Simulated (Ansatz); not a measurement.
# SiGe4: the cost of one run

Program: Ansatz 0.2.0. Level of theory: DFT LDA, scalar-relativistic, plane waves, PAW, and further levels as typed in the inputs. These are calculated values, not measurements.

## Step 1: Starting point

The structure is orthorhombic, space group Pmma (No. 51). The conventional cell has a = 3.968 Å, b = 3.968 Å, c = 28.058 Å, α = 90.00°, β = 90.00°, γ = 90.00°. Si (site symmetry mm2) has 2 Ge at 2.43 Å and 2 Si at 2.43 Å in its first shell of neighbours. Si (site symmetry mm2) is surrounded by 2 Si at 2.43 Å and 2 Ge at 2.43 Å. Ge (site symmetry mm2) is surrounded by 2 Ge at 2.43 Å and 2 Si at 2.43 Å. Around Ge (site symmetry mm2) lie 2 Si at 2.43 Å and 2 Ge at 2.43 Å. Around Ge (site symmetry mm2) lie 4 Ge at 2.43 Å. Only part of the 10 independent sites is listed.

Structure file:

```
CELL_PARAMETERS angstrom
3.96794 0.00000 0.00000
0.00000 3.96794 0.00000
0.00000 0.00000 28.05760
ATOMIC_POSITIONS crystal
Si 0.00000 0.00000 0.00000
Si 0.50000 0.00000 0.05000
Ge 0.50000 0.50000 0.10000
Ge 0.00000 0.50000 0.15000
Si 0.00000 0.00000 0.20000
Si 0.50000 0.00000 0.25000
Ge 0.50000 0.50000 0.30000
Ge 0.00000 0.50000 0.35000
Ge 0.00000 0.00000 0.40000
Ge 0.50000 0.00000 0.45000
Ge 0.50000 0.50000 0.50000
Ge 0.00000 0.50000 0.55000
Ge 0.00000 0.00000 0.60000
Ge 0.50000 0.00000 0.65000
Ge 0.50000 0.50000 0.70000
Ge 0.00000 0.50000 0.75000
Ge 0.00000 0.00000 0.80000
Ge 0.50000 0.00000 0.85000
Ge 0.50000 0.50000 0.90000
Ge 0.00000 0.50000 0.95000
```

## Step 2: Relaxing cell and atoms: SiGe4, no spin

Input file input.yaml:

```yaml
crystal:
  lattice:
    - [3.967944, 0.0, 0.0]
    - [0.0, 3.967944, 0.0]
    - [0.0, 0.0, 28.0576]
  atoms:
    - { symbol: Si, position: [0.0, 0.0, 0.0] }
    - { symbol: Si, position: [0.5, 0.0, 0.05] }
    - { symbol: Ge, position: [0.5, 0.5, 0.1] }
    - { symbol: Ge, position: [0.0, 0.5, 0.15] }
    - { symbol: Si, position: [0.0, 0.0, 0.2] }
    - { symbol: Si, position: [0.5, 0.0, 0.25] }
    - { symbol: Ge, position: [0.5, 0.5, 0.3] }
    - { symbol: Ge, position: [0.0, 0.5, 0.35] }
    - { symbol: Ge, position: [0.0, 0.0, 0.4] }
    - { symbol: Ge, position: [0.5, 0.0, 0.45] }
    - { symbol: Ge, position: [0.5, 0.5, 0.5] }
    - { symbol: Ge, position: [0.0, 0.5, 0.55] }
    - { symbol: Ge, position: [0.0, 0.0, 0.6] }
    - { symbol: Ge, position: [0.5, 0.0, 0.65] }
    - { symbol: Ge, position: [0.5, 0.5, 0.7] }
    - { symbol: Ge, position: [0.0, 0.5, 0.75] }
    - { symbol: Ge, position: [0.0, 0.0, 0.8] }
    - { symbol: Ge, position: [0.5, 0.0, 0.85] }
    - { symbol: Ge, position: [0.5, 0.5, 0.9] }
    - { symbol: Ge, position: [0.0, 0.5, 0.95] }
scf:
  occupations: { method: gaussian, width: 0.01 }
output:
  forces: true
  stress: true
hamiltonian:
  xc: lda
kpoints:
  mp_grid: { grid: [8, 8, 2], shift: [0.5, 0.5, 0.5] }
relax:
  f_tol: 0.004
  cell: { stress_tol: 0.03 }
```

Launch:

```sh
> ansatz run input.yaml --threads 8 --pin off --max-ram 12288MiB --backend cpu --events-out ev --progress --plain --runs-dir out
```

**Question.** How long does this run take on 8 threads of Intel Xeon Platinum 8488C (Sapphire Rapids), shared host, and how much memory does it need?

About 36 s, with a peak of 3 GiB.
